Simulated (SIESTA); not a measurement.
## NiMoIrPdW in SIESTA: the effect of functional

Crystal: NiMoIrPdW.

```
CELL_PARAMETERS angstrom
4.11705 0.00000 0.00000
-2.05853 3.56547 0.00000
0.00000 0.00000 5.44580
ATOMIC_POSITIONS crystal
Ni 0.00000 0.00000 0.95775
Mo 0.66667 0.33333 0.96161
Pd 0.66667 0.33333 0.46295
Ir 0.33333 0.66667 0.72572
W 0.33333 0.66667 0.23642
```

The cell was built by a generator and needn't be a form met in nature.

Alike in all runs:

- Program: SIESTA 5.4.2
- Task: band structure
- Basis: DZP (energy shift 0.003 Ry; two zetas on semicore shells)
- Grid cutoff: 800 Ry
- Energy shift: 0.003 Ry
- k mesh: 8 × 8 × 5
- Occupations: fermi-dirac, width 0.05 eV
- Spin: collinear spin, ferromagnetic start
- Starting moments: [1.0, 1.0, 0.0, 0.6, 0.0] μB

Task: One run gave: pressure -10.5 GPa; largest force 0.07 eV/Å. Which functional did it use?
A. RPBE
B. LDA
C. BLYP

Result: B.

```csv
functional,potentials or basis,pressure (GPa),largest force (eV/Å)
LDA,PseudoDojo 0.4 standard (LDA files),-10.5,0.07
RPBE,PseudoDojo 0.4 standard (PBE files),6.3,0.15
BLYP,PseudoDojo 0.4 standard (PBE files),12.0,0.27
```

Caveats: short orbitals over semicore shells can move pressures by several GPa; the basis of atomic orbitals isn't converged, which shifts pressures, moduli and gaps; the potentials were made for another functional, which shifts forces and pressure (some runs).

Not every run made on this cell is shown here.
